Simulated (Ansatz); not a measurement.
# C3H8Si: basis-set convergence

The task here is to estimate one member of a computed series from the others.

Computed with Ansatz 0.2.0, Gaussian basis. Level: one geometry, several basis sets.

The runs, in order: PBE0-D4/def2-SVP; ωB97M-V/def2-SVP; PBE0-D4/def2-QZVPP; ωB97M-V/def2-QZVPP; the functionals' def2-TZVPP values are taken from earlier runs.

## The geometry

The geometry comes from an earlier relaxation with PBE0-D4 in a triple-zeta def2 set; it is a stationary point, not always the lowest conformer.

SMILES `[SiH3]C1CC1`, 12 atoms, charge 0, spin multiplicity 1.

Atoms are counted from 1 here; the program's logs count them from 0.

Bond lengths: Si1–C2 1.853 Å, Si1–H5 1.489 Å, Si1–H6 1.489 Å, Si1–H7 1.490 Å, C2–C3 1.509 Å, C2–C4 1.509 Å, C2–H8 1.086 Å, C3–C4 1.490 Å, C3–H9 1.084 Å, C3–H10 1.083 Å, C4–H11 1.084 Å, C4–H12 1.083 Å. Angles: C2–Si1–H5 111.6°, C2–Si1–H6 111.6°, C2–Si1–H7 108.2°, H5–Si1–H6 108.1°, H5–Si1–H7 108.7°, H6–Si1–H7 108.7°, Si1–C2–C3 119.9°, Si1–C2–C4 119.9°, Si1–C2–H8 116.0°, C3–C2–C4 59.2°, C3–C2–H8 115.0°, C4–C2–H8 115.0°, C2–C3–C4 60.4°, C2–C3–H9 118.2°, C2–C3–H10 117.5°, C4–C3–H9 118.0°, C4–C3–H10 118.2°, H9–C3–H10 114.2° and more.

As a file:

| atom | x (Å) | y (Å) | z (Å) |
| --- | --- | --- | --- |
| Si1 | -0.9802 | 1.2243 | -0.5397 |
| C2 | -0.3716 | -0.2433 | 0.4132 |
| C3 | 1.0866 | -0.3447 | 0.7862 |
| C4 | 0.5290 | -1.2523 | -0.2551 |
| H5 | -2.2031 | 0.8984 | -1.3237 |
| H6 | -1.2982 | 2.3670 | 0.3600 |
| H7 | 0.0932 | 1.6448 | -1.4834 |
| H8 | -1.0619 | -0.6564 | 1.1430 |
| H9 | 1.7536 | 0.4482 | 0.4671 |
| H10 | 1.3278 | -0.7649 | 1.7548 |
| H11 | 0.8143 | -1.0805 | -1.2868 |
| H12 | 0.3874 | -2.2956 | -0.0014 |

Set-up of the first run:

File in.yaml:

```yaml
crystal:
  periodic: [false, false, false]
  atoms:
    - {symbol: Si, position_ang: [-0.980197, 1.224272, -0.539739]}
    - {symbol: C, position_ang: [-0.371591, -0.243277, 0.413234]}
    - {symbol: C, position_ang: [1.086644, -0.344688, 0.786206]}
    - {symbol: C, position_ang: [0.528977, -1.252314, -0.255107]}
    - {symbol: H, position_ang: [-2.203110, 0.898362, -1.323709]}
    - {symbol: H, position_ang: [-1.298209, 2.366972, 0.359964]}
    - {symbol: H, position_ang: [0.093247, 1.644812, -1.483440]}
    - {symbol: H, position_ang: [-1.061866, -0.656391, 1.142951]}
    - {symbol: H, position_ang: [1.753608, 0.448168, 0.467101]}
    - {symbol: H, position_ang: [1.327810, -0.764902, 1.754791]}
    - {symbol: H, position_ang: [0.814297, -1.080503, -1.286785]}
    - {symbol: H, position_ang: [0.387389, -2.295611, -0.001368]}
basis:
  gaussian: {orbitals: def2-SVP}
hamiltonian: {xc: pbe0, dispersion: d4}
output: {orbitals: {seedname: orbitals}}
```

On the command line:

```bash
> ansatz run in.yaml --threads 2 --pin off --events-out ev --progress --plain --max-ram 4352MiB
```

Steps of the session up to this table: PBE0-D4 in def2-SVP; ωB97M-V in def2-SVP; PBE0-D4 in def2-QZVPP; ωB97M-V in def2-QZVPP.

One of the session's tables, all rows but one given; the rest of the session is left out.

It belongs to the step «Functionals by basis». 

```
functional       basis  HOMO (eV)  LUMO (eV)
   PBE0-D4    def2-SVP      -8.33       1.36
   PBE0-D4  def2-TZVPP      -8.31       0.87
   PBE0-D4  def2-QZVPP      -8.31       0.62
   ωB97M-V    def2-SVP     -10.57       3.18
   ωB97M-V  def2-TZVPP          ?          ?
   ωB97M-V  def2-QZVPP     -10.57       1.84
```

Q: Estimate the row for ωB97M-V, def2-TZVPP from the others.

**Answer.** HOMO (eV): -10.57; LUMO (eV): 2.42.
